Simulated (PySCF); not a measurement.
# C2H4BrGeN: NMR shifts at several levels of theory

Aim: compute the NMR shifts of C2H4BrGeN (`N#C[CH2][GeH2][Br]`) at several levels, and see how far they spread and what each costs.

Programs: PySCF 2.14.0, with density-fitted response routines of our own. Each step states its level of theory. These are calculated values for one molecule in the gas phase, unless marked as measured. Atoms count from 0, in the outputs and in this text.

## (1) The starting structure

9 atoms, charge 0, multiplicity 1; geometry from: GFN2-xTB.

Bonds of the start (Å): N0–C1 1.14, C1–C2 1.43, C2–Ge3 2.00, Ge3–Br4 2.27, C2–H5 1.09, C2–H6 1.09, Ge3–H7 1.51, Ge3–H8 1.51.

## (2) Geometry optimisation at PBE0-D3(BJ)/def2-SVP

Job settings and geometry (Å):

```
{"job": {"xc": "PBE0", "basis": "def2-SVP", "d3": "d3bj", "grid": 1, "kind": "geom"}, "charge": 0, "multiplicity": 1}
N     -1.076712     2.003527     1.445981
C     -1.030354     1.136342     0.702548
C     -0.912658     0.032841    -0.202292
Ge     0.951361    -0.696619    -0.107255
Br     2.335367     0.746255    -1.183855
H     -1.629614    -0.741643     0.075539
H     -1.130476     0.367206    -1.220559
H      1.456247    -0.825211     1.307466
H      1.050401    -2.016704    -0.842752
```

The program printed:

```text
step   0  E = -4783.16931998  max force = 0.029858
step   1  E = -4783.17133030  max force = 0.004607
step   2  E = -4783.17166370  max force = 0.001685
step   3  E = -4783.17168561  max force = 0.000356
step   4  E = -4783.17164405  max force = 0.002355
step   5  E = -4783.17162542  max force = 0.002750
step   6  E = -4783.17166237  max force = 0.001740
step   7  E = -4783.17169077  max force = 0.000672
step   8  E = -4783.17170499  max force = 0.000547
step   9  E = -4783.17170724  max force = 0.000554
optimisation converged
```

Run time: 82 s. Hardware: 1 thread, shared host.

Step by step: (the energy doesn't fall at every step)

```csv
step,energy from step 0 (eV),largest force component (eV/Å)
0,0.0000,1.5354
1,-0.0547,0.2369
2,-0.0638,0.0866
3,-0.0644,0.0183
4,-0.0632,0.1211
5,-0.0627,0.1414
6,-0.0637,0.0895
7,-0.0645,0.0346
8,-0.0649,0.0281
9,-0.0650,0.0285
```

Close pairs (by a distance rule), those that changed most:

```csv
bond,before (Å),after (Å),change (Å)
Ge3–Br4,2.271,2.301,+0.030
C2–Ge3,2.004,1.975,-0.028
Ge3–H7,1.508,1.532,+0.024
Ge3–H8,1.514,1.535,+0.020
N0–C1,1.143,1.158,+0.015
C1–C2,1.432,1.446,+0.014
C2–H5,1.091,1.102,+0.011
C2–H6,1.094,1.101,+0.007
```

The next job starts from the end point, and lists it.

```csv
at the end point,value
point group (found at 0.08 Å tolerance),C1
"rotational constants (GHz, main isotopes)","2.969, 1.152, 0.891"
dipole moment (D),4.23
```

## (3) Shielding tensors: PBE0/cc-pVTZ

Job settings and geometry (Å):

```
{"job": {"kind": "nmr", "xc": "PBE0", "basis": "cc-pVTZ", "pop": true}, "charge": 0, "multiplicity": 1}
N     -0.662655     2.463667     0.783527
C     -0.682198     1.581740     0.033216
C     -0.670785     0.462899    -0.882828
Ge     1.118692    -0.356859    -1.050750
Br     2.394381     1.044993    -2.355420
H     -1.371299    -0.312889    -0.533196
H     -0.994186     0.785296    -1.884547
H      1.788342    -0.487908     0.320843
H      0.986196    -1.694172    -1.792244
```

Level: GIAO PBE0/cc-pVTZ NMR shielding, non-relativistic, gas phase.

The program printed:

```text
coarse grid: 40120 points
cycle   1  E = -4783.8885215558  dE = -1.168e+00  |g| = 6.402e-01  |ddm| = 5.726e+00
cycle   2  E = -4783.7055802280  dE =  1.829e-01  |g| = 1.102e+00  |ddm| = 2.205e+00
cycle   3  E = -4783.9528974010  dE = -2.473e-01  |g| = 2.698e-01  |ddm| = 1.587e+00
cycle   4  E = -4783.9666465115  dE = -1.375e-02  |g| = 5.130e-02  |ddm| = 3.303e-01
cycle   5  E = -4783.9671308054  dE = -4.843e-04  |g| = 1.229e-02  |ddm| = 6.910e-02
cycle   6  E = -4783.9671602526  dE = -2.945e-05  |g| = 2.820e-03  |ddm| = 1.767e-02
cycle   7  E = -4783.9671625986  dE = -2.346e-06  |g| = 6.530e-04  |ddm| = 5.712e-03
final grid: 81008 points
cycle   8  E = -4783.9670834478  dE =  6.715e-08  |g| = 9.108e-04  |ddm| = 3.548e-03
cycle   9  E = -4783.9670830533  dE =  3.945e-07  |g| = 1.596e-03  |ddm| = 3.222e-03
cycle  10  E = -4783.9670836244  dE = -5.711e-07  |g| = 3.837e-04  |ddm| = 2.120e-03
cycle  11  E = -4783.9670836551  dE = -3.070e-08  |g| = 1.354e-05  |ddm| = 4.697e-04
cycle  12  E = -4783.9670836552  dE = -4.366e-11  |g| = 3.394e-06  |ddm| = 2.210e-05
converged SCF energy = -4783.9670836552

GIAO shielding tensors (ppm)
atom      isotropic    diamagn.    paramagn.     s11        s22        s33       span
  0 N      -30.298     336.829    -367.127   -205.522   -187.652    302.281    507.803
  1 C       68.734     262.734    -194.000    -46.118    -38.842    291.162    337.281
  2 C      180.315     242.578     -62.263    173.058    180.022    187.863     14.805
  3 Ge    1442.380    2755.137   -1312.757   1332.045   1441.680   1553.416    221.372
  4 Br    2747.605    3121.060    -373.455   2561.219   2769.327   2912.268    351.049
  5 H       29.412      29.340       0.073     23.509     27.601     37.128     13.619
  6 H       29.365      27.343       2.022     24.965     28.106     35.025     10.060
  7 H       25.757      28.806      -3.049     19.063     21.167     37.040     17.977
  8 H       25.877      27.568      -1.691     18.540     21.432     37.659     19.120
```

Wall time 42 s (1 thread, shared host).

Shifts follow as δ = σ(reference) − σ, with reference shieldings (ppm) from runs at the same level and on the same kind of geometry: 1H TMS 31.29, 13C TMS 187.3, 15N NH3 266.8, 73Ge GeMe4 1415, 79Br HBr 2618. The references are single molecules in the gas phase, so shifts against H2O, NH3, PH3, H3PO4 or CFCl3 are not on the usual liquid scales and can be off by tens of ppm. Atoms listed in one row are averaged.

```csv
atoms,environment,σ (ppm),δ (ppm)
C1,nitrile carbon,68.7,118.6
C2,"sp3 CH2 bonded to Ge, α to a nitrile",180.3,7.0
"H7, H8","hydrogen on a germanium bonded to C, Br",25.82,5.47
"H5, H6","hydrogen on an sp3 CH2 bonded to Ge, α to a nitrile",29.39,1.90
N0,nitrile nitrogen,-30.3,297.1
Ge3,"germanium bonded to C, Br, 2 H",1442,-27
Br4,bromine bonded to Ge,2748,-129
```

Charges from the same density, by scheme (e):

```csv
atoms,Mulliken,IAO,Hirshfeld,ESP fit
N0,-0.07,-0.25,-0.23,-0.43
C1,-0.08,0.14,0.07,0.28
C2,-0.27,-0.56,-0.13,-0.15
Ge3,0.45,0.66,0.36,0.14
Br4,-0.22,-0.25,-0.13,-0.13
```

Mayer bond orders: N0–C1 3.12, C1–C2 1.03, C2–Ge3 0.92, Ge3–Br4 1.07.

## (4) Nuclear shieldings: PBE0/aug-cc-pVDZ

Same as in step 3 but for these lines:

```diff
@@ -1,2 +1,2 @@
-{"job": {"kind": "nmr", "xc": "PBE0", "basis": "cc-pVTZ", "pop": true}, "charge": 0, "multiplicity": 1}
+{"job": {"kind": "nmr", "xc": "PBE0", "basis": "aug-cc-pVDZ", "pop": true}, "charge": 0, "multiplicity": 1}
 N     -0.662655     2.463667     0.783527
```

With the program's defaults for keys left out, this is: GIAO PBE0/aug-cc-pVDZ NMR shielding, non-relativistic, gas phase.

The program printed:

```text
coarse grid: 40120 points
cycle   1  E = -4783.7324149567  dE = -1.142e+00  |g| = 4.778e-01  |ddm| = 7.093e+00
cycle   2  E = -4783.5577790585  dE =  1.746e-01  |g| = 9.860e-01  |ddm| = 2.676e+00
cycle   3  E = -4783.7911531606  dE = -2.334e-01  |g| = 1.398e-01  |ddm| = 1.631e+00
cycle   4  E = -4783.7956770867  dE = -4.524e-03  |g| = 3.547e-02  |ddm| = 3.740e-01
cycle   5  E = -4783.7959920103  dE = -3.149e-04  |g| = 6.359e-03  |ddm| = 7.996e-02
cycle   6  E = -4783.7960040197  dE = -1.201e-05  |g| = 1.629e-03  |ddm| = 1.713e-02
cycle   7  E = -4783.7960047818  dE = -7.620e-07  |g| = 4.684e-04  |ddm| = 4.478e-03
final grid: 81008 points
cycle   8  E = -4783.7959418183  dE =  1.889e-08  |g| = 6.292e-04  |ddm| = 1.155e-02
cycle   9  E = -4783.7959415749  dE =  2.433e-07  |g| = 1.197e-03  |ddm| = 2.937e-03
cycle  10  E = -4783.7959419086  dE = -3.337e-07  |g| = 2.404e-04  |ddm| = 1.909e-03
cycle  11  E = -4783.7959419216  dE = -1.296e-08  |g| = 1.347e-05  |ddm| = 3.733e-04
cycle  12  E = -4783.7959419217  dE = -6.003e-11  |g| = 1.979e-06  |ddm| = 3.269e-05
converged SCF energy = -4783.7959419217

GIAO shielding tensors (ppm)
atom      isotropic    diamagn.    paramagn.     s11        s22        s33       span
  0 N       -4.385     316.704    -321.089   -166.625   -151.426    304.896    471.521
  1 C       81.810     260.393    -178.584    -26.528    -18.769    290.726    317.254
  2 C      187.190     233.417     -46.227    179.597    186.379    195.596     15.999
  3 Ge    1568.111    2756.401   -1188.290   1453.333   1577.970   1673.030    219.697
  4 Br    2761.419    3124.034    -362.615   2571.466   2770.377   2942.414    370.948
  5 H       29.439      31.349      -1.910     23.628     27.694     36.995     13.367
  6 H       29.401      28.091       1.310     25.099     28.158     34.945      9.846
  7 H       25.617      26.878      -1.261     18.837     21.014     37.000     18.163
  8 H       25.720      25.311       0.409     18.289     21.254     37.617     19.328
```

It took 27 s on 1 thread, shared host.

This run: δ C1 113.3, C2 7.9, N0 274.2, Ge3 -54, H7 5.73, H5 1.98 ppm (means over like atoms).

## (5) Nuclear shieldings: PBE0/pcSseg-0

Same as in step 4 but for these lines:

```diff
@@ -1,2 +1,2 @@
-{"job": {"kind": "nmr", "xc": "PBE0", "basis": "aug-cc-pVDZ", "pop": true}, "charge": 0, "multiplicity": 1}
+{"job": {"kind": "nmr", "xc": "PBE0", "basis": "pcSseg-0", "pop": true}, "charge": 0, "multiplicity": 1}
 N     -0.662655     2.463667     0.783527
```

With the program's defaults for keys left out, this is: GIAO PBE0/pcSseg-0 NMR shielding, non-relativistic, gas phase.

The program printed:

```text
coarse grid: 40120 points
cycle   1  E = -4778.1955979995  dE = -2.331e+00  |g| = 4.895e-01  |ddm| = 3.407e+00
cycle   2  E = -4778.0262059555  dE =  1.694e-01  |g| = 9.913e-01  |ddm| = 1.995e+00
cycle   3  E = -4778.2567636484  dE = -2.306e-01  |g| = 1.346e-01  |ddm| = 1.173e+00
cycle   4  E = -4778.2608983756  dE = -4.135e-03  |g| = 4.222e-02  |ddm| = 2.627e-01
cycle   5  E = -4778.2613536040  dE = -4.552e-04  |g| = 4.100e-03  |ddm| = 6.695e-02
cycle   6  E = -4778.2613572729  dE = -3.669e-06  |g| = 1.198e-03  |ddm| = 8.309e-03
final grid: 81008 points
cycle   7  E = -4778.2612499641  dE =  8.463e-08  |g| = 1.416e-03  |ddm| = 3.721e-03
cycle   8  E = -4778.2612488255  dE =  1.139e-06  |g| = 2.681e-03  |ddm| = 4.281e-03
cycle   9  E = -4778.2612503900  dE = -1.565e-06  |g| = 5.530e-04  |ddm| = 2.972e-03
cycle  10  E = -4778.2612504570  dE = -6.698e-08  |g| = 5.091e-05  |ddm| = 5.780e-04
cycle  11  E = -4778.2612504577  dE = -7.076e-10  |g| = 2.789e-06  |ddm| = 7.666e-05
converged SCF energy = -4778.2612504577

GIAO shielding tensors (ppm)
atom      isotropic    diamagn.    paramagn.     s11        s22        s33       span
  0 N      -47.792     320.576    -368.367   -230.879   -215.880    303.384    534.263
  1 C       61.922     280.316    -218.394    -57.994    -50.072    293.832    351.826
  2 C      185.715     247.654     -61.939    176.282    185.882    194.981     18.699
  3 Ge    1559.279    2745.460   -1186.182   1439.596   1560.205   1678.035    238.439
  4 Br    2854.919    3117.084    -262.164   2686.136   2807.431   3071.191    385.055
  5 H       31.242      28.712       2.530     24.886     29.355     39.486     14.600
  6 H       31.158      29.160       1.998     26.342     29.632     37.501     11.159
  7 H       26.888      27.592      -0.704     19.967     22.468     38.229     18.262
  8 H       27.098      27.474      -0.375     19.526     22.571     39.198     19.672
```

Run time: 8.4 s. Hardware: 1 thread, shared host.

In short: δ C1 131.6, C2 7.8, N0 313.8, Ge3 -11, H7 5.84, H5 1.63 ppm (means over like atoms).

## (6) Comparing the runs: NMR shifts

Shifts (ppm), means over like atoms, with basis size and wall time:

```csv
run,C1,C2,H7,H5,N0,Ge3,Br4,functions,time
PBE0/cc-pVTZ,118.6,7.0,5.47,1.90,297.1,-27,-129,232,42 s
PBE0/aug-cc-pVDZ,113.3,7.9,5.73,1.98,274.2,-54,-118,177,27 s
PBE0/pcSseg-0,131.6,7.8,5.84,1.63,313.8,-11,-296,85,8.4 s
```

## (7) What came out

```
                                                             quantity                 value
                                                          point group                    C1
                                 rotational constants (main isotopes)  2.97, 1.15, 0.89 GHz
                                13C shifts against TMS (PBE0/cc-pVTZ)        118.6, 7.0 ppm
1H shifts against TMS (PBE0/cc-pVTZ, means over atoms taken as alike)        5.47, 1.90 ppm
                                15N shifts against NH3 (PBE0/cc-pVTZ)             297.1 ppm
                             73Ge shifts against GeMe4 (PBE0/cc-pVTZ)               -27 ppm
                               79Br shifts against HBr (PBE0/cc-pVTZ)              -129 ppm
                                            range of the shift of Br4      -296 to -118 ppm
```

In words: Single values in the summary come from the first run of each kind that ended normally (PBE0/cc-pVTZ), which need not be the best level. Relaxing lowered the energy by 0.065 eV in 9 steps; the close pair that moved most is Ge3–Br4, from 2.271 to 2.301 Å. At PBE0/cc-pVTZ: The widest tensor belongs to N0: span 508 ppm, with a paramagnetic part of -367 ppm. Across the 3 runs the shift of Br4 moves most, between -296 (PBE0/pcSseg-0) and -118 ppm (PBE0/aug-cc-pVDZ). Part of that comes from the computed reference. Spin-orbit coupling is left out, which matters for shieldings and couplings at and beside the heavy atoms.
